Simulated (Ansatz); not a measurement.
# CH7BFN: the cost of one run

Method: RKS r2SCAN-D4/cc-pVDZ, in Ansatz 0.2.0.

## Step 1: Starting point

Bond lengths: N2–H3 1.060 Å, N2–H4 1.060 Å, B1–H5 1.190 Å, B1–C6 1.600 Å, C6–H7 1.110 Å, C6–H8 1.110 Å, C6–H9 1.110 Å, B1–F10 1.620 Å, N2–H11 1.148 Å. Angles: H3–N2–H4 120.0°, H3–N2–H11 87.5°, H4–N2–H11 111.8°, H5–B1–C6 120.0°, H5–B1–F10 97.0°, C6–B1–F10 101.2°, B1–C6–H7 109.5°, B1–C6–H8 109.5°, B1–C6–H9 109.5°, H7–C6–H8 109.4°, H7–C6–H9 109.4°, H8–C6–H9 109.4°.

Structure file:

```xyz
11

B     0.0000    0.0000    0.0000
N     0.0000    0.0000    1.9000
H    -0.8770   -0.2713    2.4300
H     0.8770    0.2713    2.4300
H     1.0305    0.0000   -0.5950
C    -1.3856    0.0000   -0.8000
H    -1.9458   -0.9305   -0.5708
H    -1.9898    0.8797   -0.4946
H    -1.1839    0.0508   -1.8903
F     0.0677   -1.5359    0.5108
H     0.0477   -1.0829    1.5229
```

## Step 2: A restrained relaxation towards end A

Springs on the bonds that form and break draw the guess towards this end; the thresholds are loose.

input.yaml reads:

```yaml
crystal:
  periodic: [false, false, false]
  atoms:
    - { symbol: B, position_ang: [0.0, 0.0, 0.0] }
    - { symbol: "N", position_ang: [0.0, 0.0, 1.9] }
    - { symbol: H, position_ang: [-0.877, -0.2713, 2.43] }
    - { symbol: H, position_ang: [0.877, 0.2713, 2.43] }
    - { symbol: H, position_ang: [1.0305, 0.0, -0.595] }
    - { symbol: C, position_ang: [-1.3856, 0.0, -0.8] }
    - { symbol: H, position_ang: [-1.9458, -0.9305, -0.5708] }
    - { symbol: H, position_ang: [-1.9898, 0.8797, -0.4946] }
    - { symbol: H, position_ang: [-1.1839, 0.0508, -1.8903] }
    - { symbol: F, position_ang: [0.0677, -1.5359, 0.5108] }
    - { symbol: H, position_ang: [0.0477, -1.0829, 1.5229] }
basis:
  gaussian: { orbitals: cc-pVDZ }
hamiltonian:
  xc: r2scan
  dispersion: d4
relax:
  f_tol: 0.15
  max_steps: 25
  restrain:
    - { distance: [0, 9], at: 2.52, k: 30.0 }
    - { distance: [10, 1], at: 2.26, k: 30.0 }
    - { distance: [0, 1], at: 1.55, k: 30.0 }
    - { distance: [10, 9], at: 0.92, k: 30.0 }
output:
  orbitals: {}
```

Launch:

```
> ansatz run input.yaml --threads 2 --pin off --max-ram 3072MiB --backend cpu --events-out ev --progress --plain --runs-dir out
```

Q: Estimate wall time and peak memory on 2 threads of Arm Neoverse V1, shared host.

About 31 s, with a peak of 0.16 GiB.
